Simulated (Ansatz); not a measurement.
CoO:

```
Co O
1.0
     0.00000    2.13150    2.13150
     2.13150    0.00000    2.13150
     2.13150    2.13150    0.00000
Co O
1 1
Direct
  0.00000 0.00000 0.00000
  0.50000 0.50000 0.50000
```

Alike in all runs: program Ansatz 0.2.0; functional PBE; potentials or basis Ansatz PAW; cutoff 420 eV (not typed: the program's choice for these potentials); k mesh 11 × 11 × 11; occupations fermi-dirac, width 0.05 eV.

The same cell was started in several ways:

```csv
start,free energy over the lowest (meV/atom),net moment (μB),site or absolute moments (μB),gap
"collinear spin, ferromagnetic start of up to 3.5 μB",0.0,2.93,Co +2.49; O +0.32,none (metal or under the smearing width)
"collinear spin, ferromagnetic start of up to 2 μB",0.0,2.93,Co +2.49; O +0.32,none (metal or under the smearing width)
no spin polarisation,252.4,-,-,none (metal or under the smearing width)
"collinear spin, random start of up to 1.71 μB",0.0,2.93,Co +2.49; O +0.32,none (metal or under the smearing width)
```

Allowing spin polarisation gains 252 meV/atom. A still lower state may exist.

Caveats: semilocal functionals often make such compounds metallic where correlation or magnetic order opens a gap, which also shifts bond lengths; a cell with one magnetic atom can't hold antiferromagnetic order, which such compounds often take (some runs); an odd number of electrons without spin polarisation forces a metal (some runs); a magnetic or distorted state may lie lower (some runs).
